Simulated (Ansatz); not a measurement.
# HfN: the cost of one run

Program: Ansatz 0.2.0. Level of theory: DFT PBE, scalar-relativistic, plane waves, PAW. These are calculated values, not measurements.

1 further run of the same task is left out (set aside as unsound or not needed).

**1. The structure to begin with**

The structure is cubic, space group Fm-3m (No. 225). The conventional cell has a = 4.518 Å, b = 4.518 Å, c = 4.518 Å, α = 90.00°, β = 90.00°, γ = 90.00°. Around Hf (site symmetry m-3m) lie 6 N at 2.26 Å. N (site symmetry m-3m) has 6 Hf at 2.26 Å as nearest neighbours.

As a file:

```xyz
2
Lattice="0.0000 2.2590 2.2590 2.2590 0.0000 2.2590 2.2590 2.2590 0.0000" Properties=species:S:1:pos:R:3 pbc="T T T"
Hf    0.0000    0.0000    0.0000
N     2.2590    2.2590    2.2590
```

The cell is taken as given, not relaxed at this level.

**2. Zero of the scan**

File input.yaml:

```yaml
crystal:
  lattice:
    - [0.0, 2.259, 2.259]
    - [2.259, 0.0, 2.259]
    - [2.259, 2.259, 0.0]
  atoms:
    - { symbol: Hf, position: [0.0, 0.0, 0.0] }
    - { symbol: "N", position: [0.5, 0.5, 0.5] }
basis:
  ecutwfc: 420
kpoints:
  mp_grid: { grid: [18, 18, 18] }
hamiltonian:
  xc: pbe
scf:
  occupations: { method: gaussian, width: 0.15 }
output:
  forces: true
  stress: true
  eigenvalues: true
```

Q: Estimate wall time and peak memory on 1 thread of an x86-64 CPU, shared host.

About 3 s, with a peak of 0.49 GiB.
